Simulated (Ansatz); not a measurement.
# SrTiO3: response to strain

Aim: deform SrTiO3 (zz strain of +1 %) and compute stress, forces and field gradients with LAPW, PAW and all-electron datasets made for the crystal.

Computed with Ansatz 0.2.0 (DFT PBEsol, scalar-relativistic, unless a step's input says otherwise).

### Step 1. The structure to begin with

It takes space group Pm-3m (No. 221, cubic). Conventional cell: a = 3.905 Å, b = 3.905 Å, c = 3.905 Å, α = 90.00°, β = 90.00°, γ = 90.00°. Around Sr (site symmetry m-3m) lie 12 O at 2.76 Å. Ti (site symmetry m-3m) is surrounded by 6 O at 1.95 Å. O (site symmetry 4/mmm) is surrounded by 2 Ti at 1.95 Å and 4 Sr at 2.76 Å.

Coordinates:

```
CELL_PARAMETERS angstrom
3.90500 0.00000 0.00000
0.00000 3.90500 0.00000
0.00000 0.00000 3.90500
ATOMIC_POSITIONS crystal
Sr 0.00000 0.00000 0.00000
Ti 0.50000 0.50000 0.50000
O 0.00000 0.50000 0.50000
O 0.50000 0.00000 0.50000
O 0.50000 0.50000 0.00000
```

Atoms are numbered in the order of the input: Sr1, Ti2, O3, O4, O5.

### Step 2. The deformed structure

Space group Pm-3m before, P4/mmm after.

### Step 3. All-electron LAPW

The input, input.yaml:

```yaml
crystal:
  lattice:
    - [3.905, 0.0, 0.0]
    - [0.0, 3.905, 0.0]
    - [0.0, 0.0, 3.94405]
  atoms:
    - { symbol: Sr, position: [0.0, 0.0, 0.0] }
    - { symbol: Ti, position: [0.5, 0.5, 0.5] }
    - { symbol: O, position: [0.0, 0.5, 0.5] }
    - { symbol: O, position: [0.5, 0.0, 0.5] }
    - { symbol: O, position: [0.5, 0.5, 0.0] }
kpoints:
  mp_grid: { grid: [7, 7, 7] }
  band_path:
    path:
      - [0.0, 0.0, 0.0]
      - [0.0, 0.5, 0.0]
      - [0.5, 0.5, 0.0]
      - [0.0, 0.0, 0.0]
      - [0.0, 0.0, 0.5]
      - [0.0, 0.5, 0.5]
      - [0.5, 0.5, 0.5]
      - [0.0, 0.0, 0.5]
      - [0.0, 0.5, 0.0]
    npoints: 5
scf:
  occupations: { method: fermi_dirac, width: 0.05 }
hamiltonian:
  xc: pbesol
  pseudopotentials: { kind: all_electron, lapw: { basis_error: 0.001 } }
output:
  forces: true
  stress: true
  eigenvalues: true
```

Run with:

```sh
$ ansatz run input.yaml --threads 2 --pin off --max-ram 8192MiB --backend cpu --events-out ev --progress --plain --runs-dir out
```

### Step 4. PAW on the default files

The input, input.yaml:

```yaml
crystal:
  lattice:
    - [3.905, 0.0, 0.0]
    - [0.0, 3.905, 0.0]
    - [0.0, 0.0, 3.94405]
  atoms:
    - { symbol: Sr, position: [0.0, 0.0, 0.0] }
    - { symbol: Ti, position: [0.5, 0.5, 0.5] }
    - { symbol: O, position: [0.0, 0.5, 0.5] }
    - { symbol: O, position: [0.5, 0.0, 0.5] }
    - { symbol: O, position: [0.5, 0.5, 0.0] }
kpoints:
  mp_grid: { grid: [7, 7, 7] }
scf:
  occupations: { method: fermi_dirac, width: 0.05 }
hamiltonian:
  xc: pbesol
  pseudopotentials: { kind: paw }
output:
  forces: true
  stress: true
  eigenvalues: true
  efg: { contact_densities: true }
  write_density: true
  write_potential: true
  elf: true
  volumetric_format: npy
```

### Step 5. All-electron PAW on datasets made for the crystal

input.yaml, as its differences from that of step 4:

```diff
@@ -17,3 +17,3 @@
   xc: pbesol
-  pseudopotentials: { kind: paw }
+  pseudopotentials: { kind: all_electron, datasets: crystal }
 output:
@@ -23,5 +23 @@
   efg: { contact_densities: true }
-  write_density: true
-  write_potential: true
-  elf: true
-  volumetric_format: npy
```

(Steps that only read results are left out.)

What does the calculation give? Wanted: pressure; largest shear or deviatoric stress.

As calculated:

| quantity | value |
| --- | --- |
| pressure | LAPW -3.65, PAW -3.64, crystal datasets -3.66 GPa |
| largest shear or deviatoric stress (LAPW) | 1.46 GPa |

The largest part of the stress beyond the pressure is 1.46 GPa in size, in the zz component; the atoms are carried along and not relaxed. No run of the undeformed cell stands beside it, so the pressure holds what the given cell had before the change. PAW: stress within 0.02 GPa of LAPW. Crystal datasets: stress within 0.01 GPa of LAPW.
